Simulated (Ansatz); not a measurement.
# C₂H₄NSi radical: up Jacob's ladder to CCSD(T)

An exercise on one series of results from a longer session: the logs are not shown, and one member is left open.

Method: functionals in def2-TZVPP, the program's frozen cores in correlated methods; program: Ansatz 0.2.0, Gaussian basis.

The runs, in order: LDA (SPW92), PBE-D4, revPBE-D4, BLYP-D4, r2SCAN-D4, B97M-V, PBE0-D4, B3LYP-D4, r2SCANh-D4, r2SCAN0-D4, HSE06-D4, BHLYP-D4, CAM-B3LYP-D4, LC-ωPBE, ωB97X-V, ωB97M-V, B2PLYP, PBE-QIDH; CCSD(T)/def2-SVP; CCSD(T)/def2-TZVPP; CCSD(T)/def2-QZVPP; extrapolation to the limit; RPA on PBE.

### The relaxed structure

An earlier PBE0-D4 in a triple-zeta def2 set relaxation fixed the geometry.

8 atoms, charge 0, spin multiplicity 2.

Atoms are counted from 1 here; the program's logs count them from 0.

Bond lengths: C1–Si2 1.864 Å, C1–H5 1.091 Å, C1–H6 1.092 Å, C1–H7 1.094 Å, Si2–C3 1.838 Å, Si2–H8 1.484 Å, C3–N4 1.155 Å. Angles: Si2–C1–H5 110.6°, Si2–C1–H6 110.3°, Si2–C1–H7 110.3°, H5–C1–H6 108.6°, H5–C1–H7 108.5°, H6–C1–H7 108.6°, C1–Si2–C3 110.3°, C1–Si2–H8 114.8°, C3–Si2–H8 107.7°, Si2–C3–N4 175.9°.

Set-up of the first run:

Input file in.yaml:

```yaml
crystal:
  periodic: [false, false, false]
  atoms:
    - {symbol: C, position_ang: [-0.643027, 0.918637, -0.357917]}
    - {symbol: Si, position_ang: [0.065082, -0.284541, 0.876527]}
    - {symbol: C, position_ang: [1.492298, -1.183551, 0.146478]}
    - {symbol: N, position_ang: [2.438949, -1.698541, -0.269068]}
    - {symbol: H, position_ang: [0.121526, 1.623692, -0.687981]}
    - {symbol: H, position_ang: [-1.464686, 1.480738, 0.089821]}
    - {symbol: H, position_ang: [-1.022669, 0.384143, -1.233230]}
    - {symbol: H, position_ang: [-0.895272, -1.297578, 1.379470]}
basis:
  gaussian: {orbitals: def2-TZVPP}
magnetization: {spin_polarized: true, initial_magnetization: 1}
hamiltonian: {xc: lda}
output: {orbitals: {seedname: orbitals}}
```

Launch:

```
$ ansatz run in.yaml --threads 2 --pin off --events-out ev --progress --plain --max-ram 20480MiB --backend cpu
```

Steps of the session up to this table: LDA; PBE-D4 (GGA); revPBE-D4 (GGA); BLYP-D4 (GGA); r2SCAN-D4 (meta-GGA); B97M-V (meta-GGA); B3LYP-D4 (hybrid); r2SCANh-D4 (hybrid); r2SCAN0-D4 (hybrid); HSE06-D4 (hybrid); BHLYP-D4 (hybrid); CAM-B3LYP-D4 (range-separated); LC-ωPBE (range-separated); ωB97X-V (range-separated); ωB97M-V (range-separated); B2PLYP (double hybrid); PBE-QIDH (double hybrid).

One table of the session follows, with a row left open; its other results are not shown here.

It belongs to the step «Orbital energies across the functionals». 

| functional | HOMO (eV) | LUMO (eV) | gap (eV) |
| --- | --- | --- | --- |
| LDA (SPW92) | -5.57 | -4.40 | 1.17 |
| PBE-D4 | -5.58 | -3.95 | 1.63 |
| revPBE-D4 | -5.56 | -3.80 | 1.77 |
| BLYP-D4 | -5.37 | -3.97 | 1.40 |
| r2SCAN-D4 | -5.93 | -3.52 | 2.40 |
| B97M-V | -5.60 | -4.09 | 1.51 |
| PBE0-D4 | -6.69 | -3.03 | 3.66 |
| B3LYP-D4 | ? | ? | ? |
| r2SCANh-D4 | -6.33 | -3.22 | 3.11 |
| r2SCAN0-D4 | -6.95 | -2.78 | 4.17 |
| HSE06-D4 | -6.30 | -3.42 | 2.88 |
| BHLYP-D4 | -7.62 | -2.23 | 5.39 |
| CAM-B3LYP-D4 | -7.88 | -2.15 | 5.73 |
| LC-ωPBE | -9.32 | -0.72 | 8.59 |
| ωB97X-V | -8.78 | -1.26 | 7.52 |
| ωB97M-V | -8.42 | -1.38 | 7.04 |

Estimate the missing values for B3LYP-D4.

Worked estimate for «HOMO (eV)». Against the share of exact exchange, BLYP-D4 (0, -5.37), BHLYP-D4 (0.5, -7.62) give a slope of -4.50 per unit share; at 0.2 the line stands at -6.27.

**Answer.** HOMO (eV): -6.41; LUMO (eV): -3.42; gap (eV): 2.98. In «HOMO (eV)» the line misses by +0.14.
